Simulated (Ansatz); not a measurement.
**AlGeH5O (SMILES [OH][AlH][GeH3]): single points off equilibrium**

An exercise on one series of results from a longer session: the logs are not shown, and one member is left open.

Program: Ansatz 0.2.0, Gaussian basis. Level of theory: single points in def2-TZVPP. These are calculated values, not measurements.

Cores are frozen in the correlated methods. Filled d shells of the heavier atoms are correlated.

**The system as given**

8 atoms, charge 0, spin multiplicity 1.

Atoms are counted from 1 here; the program's logs count them from 0.

Bond lengths: O1–Al2 1.692 Å, O1–H4 1.114 Å, Al2–Ge3 2.396 Å, Al2–H5 1.703 Å, Ge3–H7 1.129 Å. Angles: Al2–O1–H4 168.4°, O1–Al2–Ge3 121.8°, O1–Al2–H5 111.0°, Ge3–Al2–H5 125.6°, Al2–Ge3–H7 118.2°.

Coordinates:

```
O    -1.7632    0.2831   -1.4396
Al   -0.1486    0.5454   -1.0085
Ge    0.8203   -0.4704    0.9333
H    -2.8224    0.3276   -1.7831
H     0.7158    1.2674   -2.2860
H     1.5130    0.5455    2.1602
H     1.5160   -1.3468    0.7861
H    -0.4143   -1.0700    1.6883
```

Set-up of the first run:

Contents of run/in.yaml:

```yaml
crystal:
  periodic: [false, false, false]
  atoms:
    - {symbol: O, position_ang: [-1.763200, 0.283100, -1.439600]}
    - {symbol: Al, position_ang: [-0.148600, 0.545400, -1.008500]}
    - {symbol: Ge, position_ang: [0.820300, -0.470400, 0.933300]}
    - {symbol: H, position_ang: [-2.822400, 0.327600, -1.783100]}
    - {symbol: H, position_ang: [0.715800, 1.267400, -2.286000]}
    - {symbol: H, position_ang: [1.513000, 0.545500, 2.160200]}
    - {symbol: H, position_ang: [1.516000, -1.346800, 0.786100]}
    - {symbol: H, position_ang: [-0.414300, -1.070000, 1.688300]}
basis:
  gaussian: {orbitals: def2-TZVPP}
correlation: {method: ccsd_t}
output: {forces: true}
```

No record of the launch command was kept for these runs.

Steps of the session up to this table: CCSD(T)/def2-TZVPP; PBE0-D4/def2-TZVPP; wB97M-V/def2-TZVPP; r2SCAN-D4/def2-TZVPP; PBE-D4/def2-TZVPP; BHLYP-D4/def2-TZVPP; r2SCANh-D4/def2-TZVPP.

One of the session's tables, all rows but one given; the rest of the session is left out.

| method | RMS force component (eV/Å) | angle to CCSD(T) forces (°) | dipole (D) |
| --- | --- | --- | --- |
| CCSD(T) | 5.552 | reference | 1.22 |
| PBE0-D4 | 5.581 | 0.5 | 1.18 |
| wB97M-V | ? | ? | ? |
| r2SCAN-D4 | 5.517 | 0.6 | 1.24 |
| PBE-D4 | 5.502 | 1.7 | 1.20 |
| BHLYP-D4 | 5.649 | 1.2 | 1.18 |
| r2SCANh-D4 | 5.543 | 0.5 | 1.23 |

Estimate the missing values for wB97M-V.

As computed: RMS force component (eV/Å): 5.575; angle to CCSD(T) forces (°): 0.4; dipole (D): 1.24. In the column «RMS force component (eV/Å)» it lies between CCSD(T) (5.552) and PBE0-D4 (5.581).
